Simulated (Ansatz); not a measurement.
**GaCl₂O radical: one species, many methods**

The task here is to estimate one member of a computed series from the others.

Method: functionals in def2-TZVPP, the program's frozen cores in correlated methods; program: Ansatz 0.2.0, Gaussian basis.

Levels to be run: LDA (SPW92), PBE-D4, revPBE-D4, BLYP-D4, r2SCAN-D4, B97M-V, PBE0-D4, B3LYP-D4, r2SCANh-D4, r2SCAN0-D4, HSE06-D4, BHLYP-D4, CAM-B3LYP-D4, LC-ωPBE, ωB97X-V, ωB97M-V, B2PLYP, PBE-QIDH; CCSD(T)/def2-SVP; CCSD(T)/def2-TZVPP; MP2/def2-QZVPP; extrapolation to the limit; RPA on PBE.

**The relaxed structure**

All runs share one geometry, relaxed beforehand with PBE0-D4 in a triple-zeta def2 set.

SMILES `[O][Ga]([Cl])[Cl]`, 4 atoms, charge 0, spin multiplicity 2.

Atoms are counted from 1 here; the program's logs count them from 0.

Bond lengths: O1–Ga2 1.794 Å, Ga2–Cl3 2.110 Å, Ga2–Cl4 2.110 Å. Angles: O1–Ga2–Cl3 118.5°, O1–Ga2–Cl4 118.5°, Cl3–Ga2–Cl4 123.0°.

Set-up of the first run:

in.yaml

```yaml
crystal:
  periodic: [false, false, false]
  atoms:
    - {symbol: O, position_ang: [0.746266, 1.055740, 1.312082]}
    - {symbol: Ga, position_ang: [0.035786, 0.016890, 0.034214]}
    - {symbol: Cl, position_ang: [0.760358, -1.952878, -0.180882]}
    - {symbol: Cl, position_ang: [-1.486810, 0.819847, -1.185714]}
basis:
  gaussian: {orbitals: def2-TZVPP}
magnetization: {spin_polarized: true, initial_magnetization: 1}
hamiltonian: {xc: lda}
output: {orbitals: {seedname: orbitals}}
```

Steps of the session up to this table: LDA; PBE-D4 (GGA); revPBE-D4 (GGA); BLYP-D4 (GGA); r2SCAN-D4 (meta-GGA); B97M-V (meta-GGA); PBE0-D4 (hybrid); B3LYP-D4 (hybrid); r2SCANh-D4 (hybrid); r2SCAN0-D4 (hybrid); HSE06-D4 (hybrid); BHLYP-D4 (hybrid); CAM-B3LYP-D4 (range-separated); LC-ωPBE-D4 (range-separated; the results give it without D4); ωB97X-V (range-separated); ωB97M-V (range-separated); B2PLYP (double hybrid); PBE-QIDH (double hybrid).

One of the session's tables, all rows but one given; the rest of the session is left out.

It belongs to the step «Frontier levels by functional». 

```
  functional  HOMO (eV)  LUMO (eV)  gap (eV)
 LDA (SPW92)      -7.81      -7.41      0.40
      PBE-D4      -7.74      -6.70      1.04
   revPBE-D4      -7.67      -6.51      1.16
     BLYP-D4      -7.63      -6.67      0.96
   r2SCAN-D4      -8.17      -5.89      2.28
      B97M-V      -8.23      -5.79      2.44
     PBE0-D4      -9.46      -4.74      4.72
    B3LYP-D4      -9.18      -5.35      3.83
  r2SCANh-D4      -8.80      -5.20      3.60
  r2SCAN0-D4      -9.73      -4.17      5.56
    HSE06-D4      -9.04      -5.15      3.90
    BHLYP-D4     -10.97      -2.91      8.06
CAM-B3LYP-D4     -10.97      -3.64      7.33
     LC-ωPBE     -12.43      -2.11     10.32
     ωB97X-V     -12.01      -2.48      9.53
     ωB97M-V          ?          ?         ?
```

Estimate the missing values for ωB97M-V.

The run gave: HOMO (eV): -11.87; LUMO (eV): -2.49; gap (eV): 9.38. In the column «HOMO (eV)» it lies between ωB97X-V (-12.01) and BHLYP-D4 (-10.97).
